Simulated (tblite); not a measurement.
# C15H13N3: the cost of one run

Computed with tblite 0.8.0 and PySCF 2.14.0 and routines of our own; the level stands in each step. Atoms count from 0.

## (1) The system as given

31 atoms, charge 0, multiplicity 1; geometry from: GFN2-xTB.

## (2) Md: GFN2-xTB Langevin dynamics

The job: settings as JSON, then the geometry in Å.

```
{"job": {"kind": "md", "xc": "GFN2-xTB", "basis": "xTB", "temperature": 200, "steps": 1000, "every": 50, "frames": 3}, "charge": 0, "multiplicity": 1}
C      0.631947    -2.770245    -0.768201
N      0.339110    -1.364987    -0.608032
C      1.392649    -0.463823    -0.476245
C      2.684493    -0.787803    -0.870402
C      3.742448     0.082932    -0.647835
C      3.520668     1.289162    -0.021728
C      2.226507     1.655743     0.321515
C      1.154873     0.813861     0.065183
N     -0.152685     1.222098     0.336424
C     -0.445197     2.636336     0.350377
C     -1.173814     0.293537     0.316526
C     -2.444227     0.573471     0.839231
C     -2.732450     1.713633     1.614450
N     -3.040334     2.583225     2.299905
C     -3.508622    -0.335922     0.686135
C     -3.304955    -1.509274     0.011239
C     -2.029026    -1.834431    -0.446032
C     -0.950322    -0.984885    -0.249982
H      1.624978    -2.987676    -0.376066
H      0.589988    -3.075201    -1.818278
H     -0.083932    -3.362362    -0.198424
H      2.881401    -1.718034    -1.376603
H      4.735669    -0.202001    -0.957707
H      4.337871     1.959606     0.192422
H      2.059031     2.602005     0.809026
H     -0.377097     3.066007     1.353555
H      0.255435     3.152539    -0.308769
H     -1.453959     2.805877    -0.027939
H     -4.471448    -0.078324     1.100271
H     -4.118820    -2.198346    -0.152487
H     -1.897394    -2.759031    -0.982752
```

Level: GFN2-xTB Langevin dynamics, gas phase.

Run with:

```
$ OMP_NUM_THREADS=1 python large_run.py task.json out
```

This one command runs all jobs of the session in turn.

**Question.** How long does this first job take on 1 thread of Arm Neoverse V1, shared host, and how much memory does it need?

About 18 s, with a peak of 0.19 GiB.
